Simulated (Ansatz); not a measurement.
# C₂H₈BrGaGeOZn: a ladder of functionals and wavefunction methods

How much do the methods differ for C₂H₈BrGaGeOZn? The plan is to run it at one geometry with functionals of several rungs and with coupled cluster. The yardstick is the atomisation energy at the CCSD(T) limit.

Program: Ansatz 0.2.0, Gaussian basis. Level of theory: functionals in def2-TZVPP, the program's frozen cores in correlated methods. These are calculated values, not measurements.

The runs, in order: LDA (SPW92), PBE-D4, revPBE-D4, BLYP-D4, r2SCAN-D4, B97M-V, PBE0-D4, B3LYP-D4, r2SCANh-D4, r2SCAN0-D4, HSE06-D4, BHLYP-D4, CAM-B3LYP-D4, LC-ωPBE, ωB97X-V, ωB97M-V, B2PLYP, PBE-QIDH; CCSD(T)/def2-SVP; CCSD(T)/def2-TZVPP; MP2/def2-QZVPP; extrapolation to the limit; RPA on PBE.

## 1. Structure used throughout

All runs share one geometry, relaxed beforehand with PBE0-D4 in a triple-zeta def2 set.

SMILES `[CH3][GeH2][Ga]([CH2]O)[Zn][Br]`, 15 atoms, charge 0, spin multiplicity 1.

Atoms are counted from 1 here; the program's logs count them from 0.

Bond lengths: C1–Ge2 1.965 Å, C1–H8 1.091 Å, C1–H9 1.091 Å, C1–H10 1.091 Å, Ge2–Ga3 2.456 Å, Ge2–H11 1.547 Å, Ge2–H12 1.547 Å, Ga3–C4 1.994 Å, Ga3–Zn6 2.431 Å, C4–O5 1.419 Å, C4–H13 1.101 Å, C4–H14 1.101 Å, O5–H15 0.961 Å, Zn6–Br7 2.277 Å. Angles: Ge2–C1–H8 110.3°, Ge2–C1–H9 110.3°, Ge2–C1–H10 110.2°, H8–C1–H9 108.6°, H8–C1–H10 108.7°, H9–C1–H10 108.7°, C1–Ge2–Ga3 114.6°, C1–Ge2–H11 108.7°, C1–Ge2–H12 108.7°, Ga3–Ge2–H11 109.3°, Ga3–Ge2–H12 109.3°, H11–Ge2–H12 105.8°, Ge2–Ga3–C4 119.8°, Ge2–Ga3–Zn6 127.0°, C4–Ga3–Zn6 113.2°, Ga3–C4–O5 108.7°, Ga3–C4–H13 108.8°, Ga3–C4–H14 108.8° and more.

## 2. LDA

This LDA is Slater exchange with PW92 correlation.

Input file in.yaml:

```yaml
crystal:
  periodic: [false, false, false]
  atoms:
    - {symbol: C, position_ang: [0.460099, -2.413632, -1.360614]}
    - {symbol: Ge, position_ang: [1.555997, -1.020680, -0.511173]}
    - {symbol: Ga, position_ang: [0.275862, 0.823201, 0.486170]}
    - {symbol: C, position_ang: [-1.715524, 0.815358, 0.382875]}
    - {symbol: O, position_ang: [-2.208153, 1.979457, 1.028043]}
    - {symbol: Zn, position_ang: [1.167061, 2.764726, 1.645720]}
    - {symbol: Br, position_ang: [2.018684, 4.577333, 2.729057]}
    - {symbol: H, position_ang: [-0.139817, -1.985481, -2.164582]}
    - {symbol: H, position_ang: [-0.210910, -2.865953, -0.629413]}
    - {symbol: H, position_ang: [1.098420, -3.193255, -1.778278]}
    - {symbol: H, position_ang: [2.438107, -1.678580, 0.575679]}
    - {symbol: H, position_ang: [2.536455, -0.452040, -1.563647]}
    - {symbol: H, position_ang: [-2.016177, 0.772321, -0.675153]}
    - {symbol: H, position_ang: [-2.091759, -0.106360, 0.852580]}
    - {symbol: H, position_ang: [-3.168345, 1.983597, 0.982716]}
basis:
  gaussian: {orbitals: def2-TZVPP}
hamiltonian: {xc: lda}
output: {orbitals: {seedname: orbitals}}
```

On the command line:

```bash
ansatz run in.yaml --threads 5 --pin off --events-out ev --progress --plain --max-ram 66560MiB --backend cuda --devices 0, --max-vram 37GiB
```

Further steps of the session: PBE-D4 (GGA); revPBE-D4 (GGA); BLYP-D4 (GGA); r2SCAN-D4 (meta-GGA); B97M-V (meta-GGA); PBE0-D4 (hybrid); B3LYP-D4 (hybrid); r2SCANh-D4 (hybrid); r2SCAN0-D4 (hybrid); HSE06-D4 (hybrid); BHLYP-D4 (hybrid); CAM-B3LYP-D4 (range-separated); LC-ωPBE (range-separated); ωB97X-V (range-separated); ωB97M-V (range-separated); B2PLYP (double hybrid); PBE-QIDH (double hybrid); CCSD(T) in def2-SVP; CCSD(T) in def2-TZVPP; MP2 in def2-QZVPP; RPA on PBE orbitals.

Before running them: what should the planned runs give, taken together? Wanted: atomisation energy, CCSD(T)/CBS; farthest beyond LDA; mean size of error, GGA; mean size of error, meta-GGA; mean size of error, hybrid; mean size of error, range-separated; mean size of error, double hybrid; gap, smallest and largest; T1 diagnostic.

The runs gave:

| quantity | value |
| --- | --- |
| atomisation energy, CCSD(T)/CBS | 1117.9 kcal/mol |
| functionals within 11.2 kcal/mol (1.0 %) | PBE-D4, r2SCAN-D4, B97M-V, PBE0-D4, r2SCANh-D4, HSE06-D4, CAM-B3LYP-D4, LC-ωPBE, ωB97X-V, ωB97M-V, PBE-QIDH |
| farthest beyond LDA | BHLYP-D4 (-40.6 kcal/mol) |
| mean size of error, GGA | 18.9 kcal/mol |
| mean size of error, meta-GGA | 5.2 kcal/mol |
| mean size of error, hybrid | 14.3 kcal/mol |
| mean size of error, range-separated | 6.5 kcal/mol |
| mean size of error, double hybrid | 15.8 kcal/mol |
| gap, smallest and largest | 2.78 eV (BLYP-D4), 8.86 eV (LC-ωPBE) |
| T1 diagnostic | 0.0117 |
| triples share of the correlation energy | 3.5 % |

What this shows: LDA overbinds by 157.0 kcal/mol (14 %). PBE-D4 is off by +6.5 kcal/mol. Double hybrids carry the basis error of their MP2 part in triple zeta, and no dispersion term here, so their miss is partly the set-up's. The rungs meta-GGA, range-separated miss on average by less than the doubt on the reference (11.2 kcal/mol), so they tie. The reference freezes the cores and leaves out relativity and excitations past (T), and its outer-core shells are covered unevenly, so misses under about 11.2 kcal/mol can't be ranked. All levels share the lack of spin-orbit coupling, which lowers the free heavy atoms and so the true binding. Hartree-Fock recovers 72 % of the binding; the rest is correlation. CCSD(T) in def2-SVP is off by -69.2 kcal/mol, worse than the median functional, from the basis alone. The gap grows from 2.8 to 8.9 eV across the functionals, mostly with the share of exact exchange. For Zn the d shell is correlated and the shells below it are frozen. Correlated methods include outer-core shells of Br, Ga, Ge, which these sets cover unevenly.
